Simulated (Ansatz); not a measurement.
This script drives the Python package of Ansatz (0.2.0).

`ch5bo2si_opt.py`
```python
"""Relax the CH5BO2Si molecule."""

import itertools

import ansatz as az
from ase import Atoms
from ase.data import atomic_numbers, covalent_radii
import numpy as np

atoms = Atoms(["O", "C", "Si", "B", "O", "H", "H", "H", "H", "H"], positions=[
    (-1.7503, -0.697, 1.378),
    (-1.7912, -0.1616, 0.2501),
    (-0.3247, 0.7364, -0.3616),
    (1.2926, -0.4717, -0.3987),
    (1.6678, -1.1468, 0.8117),
    (-2.6589, -0.2291, -0.39),
    (0.0344, 1.8551, 0.563),
    (-0.5028, 1.2702, -1.7075),
    (1.7717, -0.6833, -1.3757),
    (2.3445, -0.5234, 1.2338),
])
molecule = az.Crystal.molecule_from_ase(atoms)

calculation = (
    molecule.calculation()
    .basis(gaussian="def2-SVP")
    .functional("pbe")
)
symbols = [site.symbol for site in molecule.cartesian_sites]
start = np.array([site.position_ang for site in molecule.cartesian_sites], dtype=float)
def progress(event):
    if event["event"] == "relax_step":
        row = event["data"]
        print(f"step {row['step']:3d}  E = {row['lagrangian_ev']:.6f} eV  largest force component {row['allowed_force_max_ev_ang']:.4f} eV/A")


rep = calculation.relax(force_tolerance=0.02).session().plan().execute(on_event=progress).report
end = np.array(rep["positions_ang"])

print(f"E = {rep['free_energy_ev']:.6f} eV = {rep['free_energy_ev'] / 27.211386246:.7f} Ha")
print("converged:", rep["converged"], " doubts:", rep["published_state_doubts"] or "none")

# pairs closer than 1.2 times the sum of covalent radii, before or after
radius = [covalent_radii[atomic_numbers[s]] for s in symbols]
span = lambda where, i, j: np.linalg.norm(where[i] - where[j])
bonded = [(i, j) for i, j in itertools.combinations(range(len(symbols)), 2) if min(span(start, i, j), span(end, i, j)) < 1.2 * (radius[i] + radius[j])]
print("pair        before    after (A)")
for i, j in bonded:
    print(f"{symbols[i]}{i}-{symbols[j]}{j}".ljust(10), f"{span(start, i, j):8.4f} {span(end, i, j):8.4f}")
for first, second in list(itertools.combinations(bonded, 2)):
    shared = set(first) & set(second)
    if shared and symbols[(j := shared.pop())] != "H":
        i, k = sorted((set(first) | set(second)) - {j})
        u, v = end[i] - end[j], end[k] - end[j]
        angle = np.degrees(np.arccos(np.clip(u @ v / np.linalg.norm(u) / np.linalg.norm(v), -1, 1)))
        print(f"final angle {symbols[i]}{i}-{symbols[j]}{j}-{symbols[k]}{k}: {angle:.2f} deg")
```

It is started by `python ch5bo2si_opt.py`. Estimate its wall time and peak memory on 1 thread of Arm Neoverse V2, on a shared host.

It took about 85 s, with a peak of 0.22 GiB, for 1 run of the engine.

Running `python ch5bo2si_opt.py` prints:
```text
step   1  E = -13747.143507 eV  largest force component 4.1561 eV/A
step   2  E = -13747.546933 eV  largest force component 1.5335 eV/A
step   3  E = -13747.713897 eV  largest force component 1.9994 eV/A
step   4  E = -13747.891908 eV  largest force component 2.3763 eV/A
step   5  E = -13748.072618 eV  largest force component 3.1008 eV/A
step   6  E = -13748.466492 eV  largest force component 0.7921 eV/A
step   7  E = -13748.512333 eV  largest force component 0.3683 eV/A
step   8  E = -13748.535526 eV  largest force component 0.2719 eV/A
step   9  E = -13748.554476 eV  largest force component 0.5952 eV/A
step  10  E = -13748.600131 eV  largest force component 0.7503 eV/A
step  11  E = -13748.655918 eV  largest force component 0.8243 eV/A
step  12  E = -13748.699604 eV  largest force component 0.7283 eV/A
step  13  E = -13748.729421 eV  largest force component 0.7487 eV/A
step  14  E = -13748.747516 eV  largest force component 0.5377 eV/A
step  15  E = -13748.767045 eV  largest force component 0.3628 eV/A
step  16  E = -13748.779139 eV  largest force component 0.3534 eV/A
step  17  E = -13748.780112 eV  largest force component 0.3511 eV/A
step  18  E = -13748.785493 eV  largest force component 0.1441 eV/A
step  19  E = -13748.786360 eV  largest force component 0.1027 eV/A
step  20  E = -13748.787006 eV  largest force component 0.1114 eV/A
step  21  E = -13748.787398 eV  largest force component 0.0372 eV/A
step  22  E = -13748.787622 eV  largest force component 0.0119 eV/A
step  23  E = -13748.787714 eV  largest force component 0.0216 eV/A
step  24  E = -13748.787746 eV  largest force component 0.0269 eV/A
step  25  E = -13748.787783 eV  largest force component 0.0164 eV/A
E = -13748.787816 eV = -505.2586330 Ha
converged: True  doubts: none
pair        before    after (A)
O0-C1        1.2492   1.2316
C1-Si2       1.8252   1.9524
C1-H5        1.0804   1.1339
Si2-B3       2.0190   2.0526
Si2-H6       1.4951   1.5119
Si2-H7       1.4588   1.5078
B3-O4        1.4358   1.3477
B3-H8        1.1085   1.2207
O4-H9        1.0123   0.9989
final angle O0-C1-Si2: 119.58 deg
final angle O0-C1-H5: 118.10 deg
final angle Si2-C1-H5: 122.32 deg
final angle C1-Si2-B3: 102.80 deg
final angle C1-Si2-H6: 103.78 deg
final angle C1-Si2-H7: 109.20 deg
final angle B3-Si2-H6: 113.21 deg
final angle B3-Si2-H7: 119.66 deg
final angle Si2-B3-O4: 117.10 deg
final angle Si2-B3-H8: 124.84 deg
final angle H6-Si2-H7: 106.96 deg
final angle O4-B3-H8: 118.06 deg
final angle B3-O4-H9: 111.60 deg
```

Total energies depend on the basis set; only differences at equal settings carry meaning. The end point is the stationary point reached from this start; no frequency run checks that it is a minimum, and the basis set is modest.
